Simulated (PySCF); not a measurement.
# Ru³⁸⁺: dipole response in even-tempered 19s12p6d5f4g

Aim: the static polarisability and the C₆ coefficient of Ru³⁸⁺, method by method.

Method: unrestricted determinants in a Gaussian basis, no spin-orbit coupling in the energies. Code: PySCF 2.14.0.

## (1) Starting point

| Item | Value |
| --- | --- |
| Element | ruthenium (Z = 44) |
| Basis | an even-tempered Gaussian basis (19 s from 15 bohr⁻², ratio 2.2; 12 p from 19 bohr⁻², ratio 2.2; 6 d from 75 bohr⁻², ratio 2.4; 5 f from 110 bohr⁻², ratio 2.4; 4 g from 170 bohr⁻², ratio 2.4) |
| Hamiltonian | scalar relativity by spin-free X2C-1e |
| State 1 | Ru³⁸⁺: [He] 2s2 2p2, high-spin 3P determinant |
| Methods | UHF, PBE0 |

Outer shells as boxes (Hund's rule):

Ru38+ [He] 2s2 2p2
```
[He] core
2s [↑↓]
2p [↑ ][↑ ][  ]
```

One driver process ran all states and methods and kept the integrals in memory. Each run is shown as a PySCF script that sums up its settings (the driver passes frozen orbitals as a list and adds second-order terms of double hybrids); the logs are those of the runs themselves. The driver starts from symmetry-adapted Hartree-Fock orbitals, holds the occupation by maximum overlap and uses a logarithmic radial grid for functionals, so a plain start would take other cycles.

The driver's launch:

```
$ OMP_NUM_THREADS=1 python atomrun2.py TASK.json OUT
```

The integrals over 156 functions and the set-up took 1.4 s of CPU time.

## (2) Ru³⁸⁺, method by method

#### UHF

Input file input.py:

```python
from pyscf import gto, scf, dft, mp, cc
mol = gto.M(atom="Ru 0 0 0", charge=38, spin=2, symmetry="D2h",
            basis=gto.etbs([(0, 19, 15, 2.2), (1, 12, 19, 2.2), (2, 6, 75, 2.4), (3, 5, 110, 2.4), (4, 4, 170, 2.4)]),
            nucmod="G")
mf = scf.UHF(mol).sfx2c1e()
mf.irrep_nelec = {'Ag': (2, 2), 'B1u': (1, 0), 'B2u': (1, 0)}
mf.kernel()
```

Log:

```text
damping factor = 0
level_shift factor = 0
DIIS = <class 'pyscf.scf.diis.CDIIS'>
diis_start_cycle = 1
diis_space = 10
diis_damp = 0
SCF conv_tol = 1e-09
SCF conv_tol_grad = None
number electrons alpha = 4  beta = 2
cycle= 1 E= -2834.26377373867  delta_E= -0.00431  |g|= 0.0332  |ddm|= 0.00461
cycle= 2 E= -2834.26377912989  delta_E= -5.39e-06  |g|= 0.00123  |ddm|= 0.00019
cycle= 3 E= -2834.26377913768  delta_E= -7.79e-09  |g|= 3.97e-06  |ddm|= 7.75e-06
cycle= 4 E= -2834.26377913767  delta_E= 4.55e-13  |g|= 2.04e-08  |ddm|= 2.18e-08
converged SCF energy = -2834.26377913767  <S^2> = 2.0000734  2S+1 = 3.0000489
```

It took 71 s on 1 thread of Neoverse-V1, shared host, the integrals not counted.

The occupied shells:

```csv
shell,electrons,mean orbital energy (eV),spread (eV),rms radius (bohr)
1s α,1,-25262.7,0,0.0382
1s β,1,-25226.4,0,0.0382
2s α,1,-5825.8,0,0.150
2s β,1,-5755.0,0,0.150
2p α,2,-5583.4,0,0.130
```

⟨S²⟩ = 2.000, ⟨L²⟩ = 2.00.

The driver then solved the coupled dipole response at imaginary frequencies: mean α = 0.001407 bohr³ (xx, yy, zz: 0.001815, 0.001203, 0.001203), C₆ = 1.939e-05 au for a like pair.

Spin-orbit coupling is strong in this species (close to jj coupling), so the high-spin LS determinant is a model state, not a physical level.

#### PBE0

input.py differs from the last one in:

```diff
@@ -4,3 +4,3 @@
             nucmod="G")
-mf = scf.UHF(mol).sfx2c1e()
+mf = dft.UKS(mol, xc="PBE0").sfx2c1e()
 mf.irrep_nelec = {'Ag': (2, 2), 'B1u': (1, 0), 'B2u': (1, 0)}
```

Log:

```text
damping factor = 0
level_shift factor = 0
DIIS = <class 'pyscf.scf.diis.CDIIS'>
diis_start_cycle = 1
diis_space = 10
diis_damp = 0
SCF conv_tol = 1e-09
SCF conv_tol_grad = None
number electrons alpha = 4  beta = 2
XC functionals = PBE0
    C. Adamo and V. Barone.,  J. Chem. Phys. 110, 6158 (1999)
    M. Ernzerhof and G. E. Scuseria.,  J. Chem. Phys. 110, 5029 (1999)
cycle= 1 E= -2834.31721933237  delta_E= -0.00475  |g|= 0.0164  |ddm|= 0.00792
cycle= 2 E= -2834.31722030682  delta_E= -9.74e-07  |g|= 0.000317  |ddm|= 9.04e-05
cycle= 3 E= -2834.31722030727  delta_E= -4.48e-10  |g|= 1.95e-06  |ddm|= 1.89e-06
converged SCF energy = -2834.31722030727  <S^2> = 2.0000351  2S+1 = 3.0000234
```

Time after the integrals: 79 s (1 thread of Neoverse-V1, shared host).

The driver then solved the coupled dipole response at imaginary frequencies: mean α = 0.001383 bohr³ (xx, yy, zz: 0.001803, 0.001174, 0.001174), C₆ = 1.893e-05 au for a like pair.

Radial density 4πr²ρ of Ru³⁸⁺ at UHF, without picture-change correction:

```csv
r (bohr),density,spin density
0.000461,0.369,0.000
0.000775,0.890,0.000
0.00130,2.11,0.000
0.00219,4.87,0.001
0.00369,10.7,0.003
0.00621,21.7,0.020
0.0104,38.0,0.116
0.0176,52.2,0.615
0.0295,48.0,2.714
0.0497,28.7,8.659
0.0836,29.1,15.870
0.141,26.2,11.358
0.236,4.49,1.668
0.398,0.0482,0.017
```

## (3) Polarisabilities and C₆

Ru³⁸⁺, in atomic units:

```csv
method,mean α,C₆ (like pair),S(−4)
UHF,0.001407,1.939e-05,1.347e-05
PBE0,0.001383,1.893e-05,1.301e-05
```

α(iu) at PBE0:

```csv
u (hartree),α(iu) (bohr³)
0,0.001383
1.00,0.001370
2.00,0.001333
4.00,0.001205
6.00,0.001045
8.00,0.0008877
10.0,0.0007519
15.0,0.0005165
20.0,0.0003855
30.0,0.0002626
50.0,0.0001804
```

## (4) Outcome

| quantity | value |
| --- | --- |
| α of Ru³⁸⁺ | 0.001383 (PBE0) to 0.001407 (UHF) bohr³ |

What this shows: A single London oscillator with the computed α and C₆ of Ru³⁸⁺ at UHF would have ω = 4 C₆ / (3 α²) = 13.1 hartree. The basis is finite, and no extrapolation was made.
